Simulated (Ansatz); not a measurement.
LaMnIn:

```
CELL_PARAMETERS angstrom
4.59334 0.00000 0.00000
-2.29667 3.97795 0.00000
0.00000 0.00000 4.09656
ATOMIC_POSITIONS crystal
La 0.00000 0.00000 0.00000
In 0.33333 0.66667 0.50000
Mn 0.66667 0.33333 0.50000
```

The cell comes from a database or a generator and needn't be the stable form of this composition.

* Program: Ansatz 0.2.0
* Task: single point
* Functional: PBE
* Potentials or basis: Ansatz PAW
* Cutoff: 420 eV (not typed: the program's choice for these potentials)
* k mesh: 7 × 7 × 7
* Occupations: fermi-dirac, width 0.05 eV
* Spin: collinear spin, ferromagnetic start
* Starting moments: [0.0, 0.0, 4.0] μB

On this cell: pressure 5.0 GPa; largest force under 0.003 eV/Å; net moment 3.17 μB per cell; site moments La -0.19; In -0.05; Mn +3.55 μB; band gap on the k mesh none (metal or under the smearing width).

The same run follows on a disturbed copy (atoms moved at random, drawn with an rms of 0.05 Å):

```
La In Mn
1.0
     4.59334    0.00000    0.00000
    -2.29667    3.97795    0.00000
     0.00000    0.00000    4.09656
La In Mn
1 1 1
Direct
  0.99758 0.99950 0.00260
  0.33228 0.66541 0.50790
  0.67371 0.33731 0.49795
```

**Question.** What does the disturbed cell give?

**Answer.** The energy (extrapolated to zero smearing) moves by +1.7 meV/atom; pressure 5.0 GPa; largest force 0.237 eV/Å; net moment 3.17 μB per cell; site moments La -0.18; In -0.05; Mn +3.54 μB; band gap on the k mesh none (metal or under the smearing width).

Forces in eV/Å, atoms in the order of the input:
```
La   0.059  0.007  0.036
In   0.128  0.133 -0.074
Mn  -0.187 -0.140  0.038
```

Stress tensor (GPa, compression positive):
```
6.68 0.50 0.02
0.50 6.01 0.01
0.02 0.01 2.30
```
